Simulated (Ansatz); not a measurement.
Runs of Ansatz 0.2.0 on CsLi2. The structure is hexagonal, space group P-6m2 (No. 187). Conventional cell: a = 3.966 Å, b = 3.966 Å, c = 10.028 Å, α = 90.00°, β = 90.00°, γ = 120.00°. Cs (site symmetry -6m2) has 6 Cs at 3.97 Å and 6 Li at 4.18 Å as nearest neighbours. Li (site symmetry 3m) is surrounded by 1 Li at 3.04 Å. The cell was built by a generator and needn't be a form met in nature.

| task | level | cell | k mesh | points for each segment of the path | gap on the mesh (eV) | pressure (GPa) | relaxed volume (Å³/atom) | largest force (eV/Å) |
| --- | --- | --- | --- | --- | --- | --- | --- | --- |
| relaxation of cell and atoms | PBE | relaxed | 8 × 8 × 3 | - | none | 0.0 | 45.48 | 0.01 |
| band structure | PBEsol | as given | 6 × 6 × 3 | 14 | none | -0.3 | - | 0.01 |
| relaxation of cell and atoms | LDA | relaxed | 8 × 8 × 3 | - | none | 0.0 | 37.47 | - |
| relaxation of cell and atoms | PBEsol | relaxed | 8 × 8 × 3 | - | none | 0.0 | (a) | - |
| relaxation of cell and atoms | RPBE | relaxed | 8 × 8 × 3 | - | none | 0.0 | (b) | - |

Alike in all rows: potentials or basis Ansatz PAW; no spin polarisation; cutoff (eV) 420; smearing fermi-dirac 0.05 eV.

Problem. Fill in the values left out.

Solution. (a) 41.46; (b) 50.66.

Caveats: the plane-wave basis is chosen anew once the cell has moved, so the energies of steps on either side of that aren't comparable (some runs); the PAW data sets come from PBE, with cores solved anew for the run's functional, which leaves a small shift of forces and pressure (some runs); spin-orbit coupling is left out, which moves the levels of the heavy elements (some runs); the volume moved by over 15 % at a fixed basis, so the end points are rough (some runs).

A k mesh can miss the band edges, and the runs leave out spin-orbit coupling on Cs.

A gap of «none» marks a metal or a gap under the smearing width.
